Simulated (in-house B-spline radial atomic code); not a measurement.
# Tm⁴⁺: density, ELF and screening along the radius

How do the shells of Tm⁴⁺ show in real space, and how much do the settings move them?

The numbers are computed with in-house B-spline radial atomic code version 1 (several methods, spin-polarised, as named in each step; spherical all-electron atom at the radial basis limit), except any that are marked as measured or tabulated.

**1. The system**

| Property | Result |
| --- | --- |
| element | thulium (Z = 69) |
| charge | +4 |
| electrons | 65 |
| configuration | [Xe] 4f11 |
| nucleus | point (non-relativistic runs) or finite (X2C runs) |

The outer shells:

[Xe] 4f11
```
[Xe] core
4f [↑↓][↑↓][↑↓][↑↓][↑ ][↑ ][↑ ]
```

Where spins are not typed, each open shell is filled with up spins first.

**2. LDA (VWN5), non-rel.**

Input settings:

```ini
Z = 69
electrons = 65.0
configuration = [Xe] 4f11
hamiltonian = nr
method = lda,vwn
spin_polarised = True
```

Started as:

```console
$ python run_scf.py task.json out
```

One command runs all members of the session, one after another, from task.json.

**3. PBE, non-rel.**

Input settings:

```ini
Z = 69
electrons = 65.0
configuration = [Xe] 4f11
hamiltonian = nr
method = pbe,pbe
spin_polarised = True
```

**4. Hartree-Fock, non-rel.**

Input settings:

```ini
Z = 69
electrons = 65.0
configuration = [Xe] 4f11
hamiltonian = nr
method = hf
spin_polarised = True
```

**5. LDA (PW92), non-rel.**

Input settings:

```ini
Z = 69
electrons = 65.0
configuration = [Xe] 4f11
hamiltonian = nr
method = lda,pw
spin_polarised = True
```

**6. LDA (VWN5), X2C**

Input settings:

```ini
Z = 69
electrons = 65.0
configuration = [Xe] 4f11
hamiltonian = x2c
method = lda,vwn
spin_polarised = True
nucleus = fermi
rms_radius = 5.2256
mass_number = 169
atomic_mass = 168.934218956
speed_of_light = 137.035999084
```

How large is the system in each run, where do the shell borders lie, and what is the highest level?

The runs gave:

| run | total energy (hartree) | highest level (eV) | radius holding 50 / 90 / 99 % (bohr) | radius at n = 0.001 (bohr) | ELF minima on the full grid (bohr) |
| --- | --- | --- | --- | --- | --- |
| LDA (VWN5), non-rel. | -12933.1697 | -61.509 | 0.388 / 1.17 / 2.08 | 2.99 | 0.034, 0.12, 0.33, 0.94 |
| PBE, non-rel. | -12940.3363 | -61.054 | 0.388 / 1.17 / 2.08 | 3.00 | 0.034, 0.12, 0.33, 0.94 |
| Hartree-Fock, non-rel. | -12937.0150 | -74.356 | 0.389 / 1.16 / 2.09 | 3.00 | 0.034, 0.12, 0.34, 0.94 |
| LDA (PW92), non-rel. | -12933.1411 | -61.500 | 0.388 / 1.17 / 2.08 | 2.99 | 0.034, 0.12, 0.33, 0.94 |
| LDA (VWN5), X2C | -13554.8857 | -55.714 | 0.383 / 1.15 / 2.03 | 2.95 | 0.027, 0.12, 0.33, 0.92 |

**Reading.** In the first run ELF has 4 minima on the grid, which mark the borders between shells. On the record's full grid the screened charge (r times the electrostatic potential) falls from 68.9 near the nucleus to 4.00 at 4.9 bohr; far out it tends to the net charge, 4. The radius that holds 99 % of the electrons runs from 2.03 bohr (LDA (VWN5), X2C) to 2.09 bohr (Hartree-Fock, non-rel.). The grid is coarse (about 23 % a step), so the places of minima are rough. For X2C runs ELF uses the non-relativistic kinetic energy density, and the fields carry no picture-change correction.

Members of this set that are not shown: 5 used exact exchange with fractional occupations of an open shell, which is unsound here.
